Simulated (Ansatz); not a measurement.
**Si3H8 (SMILES [SiH3][SiH2][SiH3]): BLYP/6-31G(d) (spherical functions)**

Aim: the electronic atomisation energy of Si3H8 at BLYP/6-31G* (spherical functions), from 3 runs. 

The calculation is run with Ansatz 0.2.0.

34 further runs of the same task are left out: 34 set aside as unsound or not needed.

### 1 Starting point

The species is Si3H8 (11 atoms), meant as a singlet with charge 0. As SMILES, `[SiH3][SiH2][SiH3]`. Geometry: relaxed at PBE0-D4/def2-TZVP.

Bond lengths: Si1–Si2 2.338 Å, Si2–Si3 2.338 Å, Si1–H4 1.488 Å, Si1–H5 1.488 Å, Si1–H6 1.488 Å, Si2–H7 1.490 Å, Si2–H8 1.490 Å, Si3–H9 1.488 Å, Si3–H10 1.488 Å, Si3–H11 1.488 Å. Some angles: Si1–Si2–Si3 110.4°, Si1–Si2–H7 109.6°, Si1–Si2–H8 109.6°, Si3–Si2–H7 109.6°, Si3–Si2–H8 109.6°, Si2–Si1–H4 111.2°, Si2–Si1–H5 109.8°, Si2–Si1–H6 109.8°, Si2–Si3–H9 109.8°, Si2–Si3–H10 109.8°.

### 2 The energy at BLYP/6-31G(d) (spherical functions)

run.yaml

```yaml
crystal:
  periodic: [false, false, false]
  atoms:
    - {symbol: Si, position_ang: [-1.292570, 1.366730, -0.525270]}
    - {symbol: Si, position_ang: [-0.462570, -0.807300, -0.296320]}
    - {symbol: Si, position_ang: [1.631930, -0.774400, 0.742750]}
    - {symbol: H, position_ang: [-2.625850, 1.367720, -1.185120]}
    - {symbol: H, position_ang: [-0.354030, 2.180440, -1.344070]}
    - {symbol: H, position_ang: [-1.422540, 2.000090, 0.814640]}
    - {symbol: H, position_ang: [-0.343400, -1.440160, -1.640160]}
    - {symbol: H, position_ang: [-1.410380, -1.620800, 0.516390]}
    - {symbol: H, position_ang: [1.515950, -0.154940, 2.090430]}
    - {symbol: H, position_ang: [2.583820, 0.031780, -0.068050]}
    - {symbol: H, position_ang: [2.179610, -2.149160, 0.894770]}
basis:
  gaussian:
    orbitals: 6-31G_st_-spherical.json
output: {orbitals: {seedname: orbitals}}
hamiltonian:
  xc: {name: BLYP}
accuracy: high
```

The basis set 6-31G* is read from a file made from the Basis Set Exchange's data (not shown).

Run with:

```
$ ansatz run run.yaml --threads 1 --pin off --max-ram 3480MiB --events-out events.jsonl --progress --plain --runs-dir runs
```

What it wrote:

```text
Warning: RAYON_NUM_THREADS=1 ignored (pool sized by the plan → 1); use --threads N
Functional definition: BLYP
  name "BLYP"
  parameter beta = 0.0042
  parameter a = 0.04918
  parameter b = 0.132
  parameter c = 0.2533
  parameter d = 0.349
  exchange = b88_x(beta = beta)
  correlation = lyp_c(a = a, b = b, c = c, d = d)
1621 factors; integrals over basis functions are off by at most 3.4e-9 eV
mean field evaluation 1: about -23758.7191 eV, gradient 1.7e1 eV
mean field evaluation 2: about -23759.8004 eV, gradient 8.4e0 eV
mean field evaluation 4: about -23760.1170 eV, gradient 4.2e-1 eV
mean field evaluation 8: about -23760.1007 eV, gradient 1.8e-2 eV
mean field evaluation 16: about -23760.1007 eV, gradient 4.9e-7 eV
mean field -23760.10069715 eV, -873.1675954454 hartree, gradient 3.1e-8 eV, S^2 0.000000; 0 other end points of the search recorded, 0 dependent functions left out
reference -23760.10076668 eV, -873.1675980008 hartree; 25, 25 occupied and 45, 45 virtual orbitals, 1621 factors
Total energy: -23760.10076668 eV, -873.1675980008 hartree
```

Run time: 2.8 s. Hardware: 1 thread of AMD EPYC 9R45 (Zen 5), shared host; peak memory 0.21 GiB.

### 3 The H atom

run.yaml

```yaml
crystal:
  periodic: [false, false, false]
  atoms:
    - {symbol: H, position_ang: [0.000000, 0.000000, 0.000000]}
basis:
  gaussian:
    orbitals: "6-31G*"
hamiltonian:
  xc: {name: BLYP}
magnetization:
  spin_polarized: true
  initial_magnetization: 1
accuracy: high
```

Run the same way, it converges to -0.49545 Eh (log not shown).

### 4 The Si atom, same level

job.yaml

```yaml
crystal:
  periodic: [false, false, false]
  atoms:
    - {symbol: Si, position_ang: [0.000000, 0.000000, 0.000000]}
basis:
  gaussian:
    orbitals: 6-31G_st_-spherical.json
total_charge: 0
magnetization:
  spin_polarized: true
  initial_magnetization: 2
hamiltonian:
  xc: {name: BLYP}
accuracy: high
```

The basis set 6-31G* is read from a file made from the Basis Set Exchange's data (not shown).

Run with:

```
$ ansatz run job.yaml --threads 1 --pin off --max-ram 3480MiB --events-out events.jsonl --progress --plain --runs-dir runs
```

What it wrote:

```text
Warning: RAYON_NUM_THREADS=1 ignored (pool sized by the plan → 1); use --threads N
Functional definition: BLYP
  name "BLYP"
  parameter beta = 0.0042
  parameter a = 0.04918
  parameter b = 0.132
  parameter c = 0.2533
  parameter d = 0.349
  exchange = b88_x(beta = beta)
  correlation = lyp_c(a = a, b = b, c = c, d = d)
141 factors; integrals over basis functions are off by at most 2.6e-9 eV
mean field evaluation 1: about -7873.6080 eV, gradient 2.7e0 eV
mean field evaluation 2: about -7873.6839 eV, gradient 1.4e0 eV
mean field evaluation 4: about -7873.7035 eV, gradient 1.2e-1 eV
mean field evaluation 8: about -7873.7036 eV, gradient 3.6e-5 eV
mean field evaluation 16: about -7873.7036 eV, gradient 4.2e-2 eV
mean field evaluation 32: about -7873.7036 eV, gradient 2.1e-8 eV
mean field -7873.70363731 eV, -289.3532716831 hartree, gradient 2.6e-8 eV, S^2 2.001543; 5 other end points of the search recorded, 0 dependent functions left out
reference -7873.70366594 eV, -289.3532727354 hartree; 8, 6 occupied and 10, 12 virtual orbitals, 141 factors
Total energy: -7873.70366594 eV, -289.3532727354 hartree
```

Run time: 0.62 s. Hardware: 1 thread of AMD EPYC 9R45 (Zen 5), shared host.

### 5 Results

At BLYP/6-31G* (spherical functions):

```
                     quantity          value
       molecule: total energy  -873.16760 Eh
        molecule: HOMO energy       -6.70 eV
        molecule: LUMO energy       -0.44 eV
      molecule: HOMO–LUMO gap        6.26 eV
         H atom: total energy    -0.49545 Eh
                 H atom: ⟨S²⟩          0.750
        Si atom: total energy  -289.35327 Eh
                Si atom: ⟨S²⟩          2.002
electronic atomisation energy      31.136 eV
```

**Reading.** Taking the molecule apart into free atoms costs 31.14 eV (3004 kJ/mol), before zero-point energy and without spin-orbit coupling.
